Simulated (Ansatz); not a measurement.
# CH3BClF: vertical ionisation energy

Aim: the vertical ionisation energy of CH3BClF, as cation minus neutral at the neutral's geometry, on several levels, and how well −ε(HOMO) stands in for it.

Program: Ansatz 0.2.0, Gaussian basis. Level of theory: unrestricted cation, the program's frozen cores in correlated methods. These are calculated values, not measurements.

The runs, in order: UKS PBE-D4/def2-TZVPP; UKS r2SCAN-D4/def2-TZVPP; UKS PBE0-D4/def2-TZVPP; UKS B3LYP-D4/def2-TZVPP; UKS wB97X-V/def2-TZVPP; UKS wB97M-V/def2-TZVPP; UKS B2PLYP/def2-TZVPP; UHF-CCSD(T)/def2-TZVPP; UHF-MP2/def2-QZVPP; extrapolation to the limit; then −ε(HOMO) from the neutral's earlier runs with LDA (SPW92), PBE-D4, revPBE-D4, BLYP-D4, r2SCAN-D4, B97M-V, PBE0-D4, B3LYP-D4, r2SCANh-D4, r2SCAN0-D4, HSE06-D4, BHLYP-D4, CAM-B3LYP-D4, LC-ωPBE, ωB97X-V, ωB97M-V.

## 1. The relaxed structure

An earlier PBE0-D4 in a triple-zeta def2 set relaxation fixed the geometry.

SMILES `FCBCl`, 7 atoms, charge 0, spin multiplicity 1.

Atoms are counted from 1 here; the program's logs count them from 0.

Bond lengths: F1–C2 1.379 Å, C2–B3 1.557 Å, C2–H5 1.101 Å, C2–H6 1.101 Å, B3–Cl4 1.731 Å, B3–H7 1.193 Å. Angles: F1–C2–B3 115.8°, F1–C2–H5 108.6°, F1–C2–H6 108.6°, B3–C2–H5 108.9°, B3–C2–H6 108.9°, H5–C2–H6 105.4°, C2–B3–Cl4 122.1°, C2–B3–H7 119.3°, Cl4–B3–H7 118.6°.

As a file:

```xyz
7
CH3BClF
F    -1.4117    0.9806    0.1770
C    -0.0723    0.6534    0.1976
B     0.2777   -0.8007   -0.2339
Cl   -0.9397   -1.9361   -0.7101
H     0.4719    1.3580   -0.4495
H     0.3167    0.8274    1.2123
H     1.4187   -1.1507   -0.2390
```

## 2. Cation, UKS PBE-D4/def2-TZVPP

Contents of in.yaml:

```yaml
crystal:
  periodic: [false, false, false]
  atoms:
    - {symbol: F, position_ang: [-1.411693, 0.980643, 0.176961]}
    - {symbol: C, position_ang: [-0.072312, 0.653403, 0.197557]}
    - {symbol: B, position_ang: [0.277680, -0.800731, -0.233946]}
    - {symbol: Cl, position_ang: [-0.939686, -1.936129, -0.710080]}
    - {symbol: H, position_ang: [0.471867, 1.358023, -0.449549]}
    - {symbol: H, position_ang: [0.316659, 0.827431, 1.212340]}
    - {symbol: H, position_ang: [1.418682, -1.150741, -0.238983]}
basis:
  gaussian: {orbitals: def2-TZVPP}
total_charge: 1
magnetization: {spin_polarized: true, initial_magnetization: 1}
hamiltonian: {xc: pbe, dispersion: d4}
```

Started as:

```sh
$ ansatz run in.yaml --threads 2 --pin off --events-out ev --progress --plain --max-ram 4352MiB
```

Further steps of the session: Cation, UKS r2SCAN-D4/def2-TZVPP; Cation, UKS PBE0-D4/def2-TZVPP; Cation, UKS B3LYP-D4/def2-TZVPP; Cation, UKS wB97X-V/def2-TZVPP; Cation, UKS wB97M-V/def2-TZVPP; Cation, UKS B2PLYP (frozen core)/def2-TZVPP; Cation, UHF-CCSD(T)/def2-TZVPP; Cation, UHF-MP2/def2-QZVPP.

Q: Predict the results of all the runs planned. Wanted: ionisation energy, CCSD(T)/CBS; nearest functional by difference; nearest −ε(HOMO); −ε(HOMO) of PBE; T1 of the cation.

**Answer**, as computed:

```
                        quantity               value
  ionisation energy, CCSD(T)/CBS            11.54 eV
nearest functional by difference  ωB97X-V (-0.27 eV)
                nearest −ε(HOMO)  LC-ωPBE (-0.10 eV)
                 −ε(HOMO) of PBE             7.17 eV
                T1 of the cation               0.049
```

What this shows: By cation minus neutral, the functionals miss by 1.03 eV at most. The PBE orbital energy is 4.4 eV too small: a semilocal HOMO is no ionisation energy. Among orbital estimates LC-ωPBE comes nearest. Hartree-Fock falls 0.85 eV short, as the neutral has more correlation energy than the cation. The cation's T1 (from the report) is 0.049, above the customary mark of 0.045 for open shells, so the coupled-cluster value is less safe.
